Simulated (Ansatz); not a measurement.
# Br2F2Ti: the cost of one run

The runs use Ansatz 0.2.0, Gaussian basis; the settings change from run to run.

### 1 The geometry

An earlier PBE0-D4 in a triple-zeta def2 set relaxation fixed the geometry.

SMILES `[F][Ti]([F])([Br])[Br]`, 5 atoms, charge 0, spin multiplicity 1.

Atoms are counted from 1 here; the program's logs count them from 0.

Bond lengths: F1–Ti2 1.733 Å, Ti2–F3 1.733 Å, Ti2–Br4 2.325 Å, Ti2–Br5 2.325 Å. Angles: F1–Ti2–F3 109.3°, F1–Ti2–Br4 109.5°, F1–Ti2–Br5 109.5°, F3–Ti2–Br4 109.5°, F3–Ti2–Br5 109.5°, Br4–Ti2–Br5 109.6°.

### 2 LC-wPBE/aug-pcseg-2

Options: coordinates scaled by 1.12.

Input file in.yaml:

```yaml
crystal:
  periodic: [false, false, false]
  atoms:
    - {symbol: F, position_ang: [0.057377, -0.406373, 1.984654]}
    - {symbol: Ti, position_ang: [0.106151, -0.105866, 0.067866]}
    - {symbol: F, position_ang: [1.562530, -1.128920, -0.706139]}
    - {symbol: Br, position_ang: [-2.147999, -0.868585, -0.988238]}
    - {symbol: Br, position_ang: [0.477715, 2.427315, -0.404511]}
basis:
  gaussian: {orbitals: aug-pcseg-2}
hamiltonian: {xc: {name: LC-wPBE}}
output: {forces: true}
```

Run with:

```console
ansatz run in.yaml --threads 4 --pin off --events-out ev --progress --plain --max-ram 11315MiB
```

What time and memory should one allow on 4 threads of Arm Neoverse V1, shared host?

About 12 s, with a peak of 1 GiB.
